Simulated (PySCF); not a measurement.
# CH2Br2: the cost of one run

Program: PySCF 2.14.0. Level of theory: levels as typed in each script, gas phase, geometry from GFN2-xTB. These are calculated values, not measurements.

## 1. The system as given

SMILES `BrCBr`, 5 atoms, charge 0, spin multiplicity 1.

Bond lengths: Br1–C2 1.939 Å, C2–Br3 1.939 Å, C2–H4 1.088 Å, C2–H5 1.088 Å. Angles: Br1–C2–Br3 112.3°, Br1–C2–H4 108.2°, Br1–C2–H5 108.2°, Br3–C2–H4 108.2°, Br3–C2–H5 108.2°, H4–C2–H5 111.8°.

Geometry (Å):

```mol
CH2Br2
  3D, bonds by distance, orders not assigned

  5  4  0  0  0  0  0  0  0  0999 V2000
    1.6106    0.1264    0.0000 Br  0  0
    0.0000   -0.9535    0.0000 C   0  0
   -1.6106    0.1264    0.0000 Br  0  0
   -0.0001   -1.5630    0.9008 H   0  0
    0.0001   -1.5630   -0.9008 H   0  0
  1  2  8  0
  2  3  8  0
  2  4  8  0
  2  5  8  0
M  END
```

## 2. Density, bond paths and surface potential (B3LYP/def2-svpd)

Input file input.py:

```python
import numpy as np
from pyscf import gto, scf, dft
from pyscf.scf import atom_ks, atom_hf
from scipy.linalg import block_diag

def solve(mol, dm0=None, hcore=None):
    mf = (dft.UKS if mol.spin else dft.RKS)(mol, xc='b3lyp')
    mf.grids.level = 3
    mf = mf.density_fit(auxbasis='def2-universal-jkfit')
    mf.conv_tol, mf.max_cycle = 1e-8, 80
    if hcore is not None:
        mf.get_hcore = lambda *args: hcore
    mf.kernel(dm0)
    if not mf.converged:
        mf = mf.newton().run(mf.mo_coeff, mf.mo_occ, max_cycle=30)
    assert mf.converged, 'SCF not converged'
    return mf

mol = gto.M(atom='''
Br     1.61059     0.12639     0.00000
C      0.00004    -0.95351     0.00000
Br    -1.61060     0.12639     0.00000
H     -0.00009    -1.56302     0.90082
H      0.00009    -1.56302    -0.90082
''', basis='def2-svpd', charge=0, spin=0, verbose=4)
mf = solve(mol)
mf.analyze()
# spherically averaged free atoms, for the promolecule
atm = atom_ks.get_atm_nrks(mol, xc='b3lyp')
pro = block_diag(*[(atm[a[0]][2] * atm[a[0]][3]) @ atm[a[0]][2].T for a in mol._atom])
np.savez('result.npz', e=mf.e_tot, c=mf.mo_coeff, occ=mf.mo_occ, eps=mf.mo_energy, pro=pro, dip=mf.dip_moment(verbose=0), s2=mf.spin_square()[0])
```

Launch:

```bash
> OMP_NUM_THREADS=1 python input.py
```

Q: Estimate wall time and peak memory on 1 thread of Arm Neoverse V2, shared host.

About 10 s, with a peak of 0.45 GiB.
